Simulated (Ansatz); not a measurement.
Crystal: GeW.

```
CELL_PARAMETERS angstrom
0.00000 2.57761 2.57761
2.57761 0.00000 2.57761
2.57761 2.57761 0.00000
ATOMIC_POSITIONS crystal
Ge 0.50000 0.50000 0.50000
W 0.00000 0.00000 0.00000
```

The cell was built by a generator and needn't be a form met in nature.

| Item | Value |
| --- | --- |
| Program | Ansatz 0.2.0 |
| Task | relaxation of cell and atoms |
| Functional | revPBE |
| Dispersion | D4 |
| Potentials or basis | Ansatz PAW |
| Cutoff | 420 eV (not typed: the program's choice for these potentials) |
| k mesh | 9 × 9 × 9 |
| Occupations | fermi-dirac, width 0.05 eV |
| Spin | no spin polarisation |

At the start: volume 17.13 Å³/atom.

Q: Where does the relaxation end?

A: It ends after 5 steps and the volume is 16.66 Å³/atom (-2.7 %); space group Fm-3m (No. 225, to 0.05 Å).

Step by step:
| step | energy change (eV) | largest force (eV/Å) | volume (Å³) |
| --- | --- | --- | --- |
| 1 | 0.0000 | 0.0000 | 34.25 |
| 2 | -0.0067 | 0.0000 | 32.67 |
| 3 | -0.0144 | 0.0000 | 33.36 |
| 4 | -0.0144 | 0.0000 | 33.33 |
| 5 | -0.0141 | 0.0000 | 33.33 |

Final structure:
```xyz
2
Lattice="0.0000 2.5542 2.5542 2.5542 0.0000 2.5542 2.5542 2.5542 0.0000" Properties=species:S:1:pos:R:3 pbc="T T T"
Ge    2.5542    2.5542    2.5542
W     0.0000    0.0000    0.0000
```

Caveat: the plane-wave basis is chosen anew once the cell has moved, so the energies of steps on either side of that aren't comparable; pairwise dispersion overbinds metals, which lowers pressure and volume; the PAW data sets come from PBE, with cores solved anew for the run's functional, which leaves a small shift of forces and pressure.
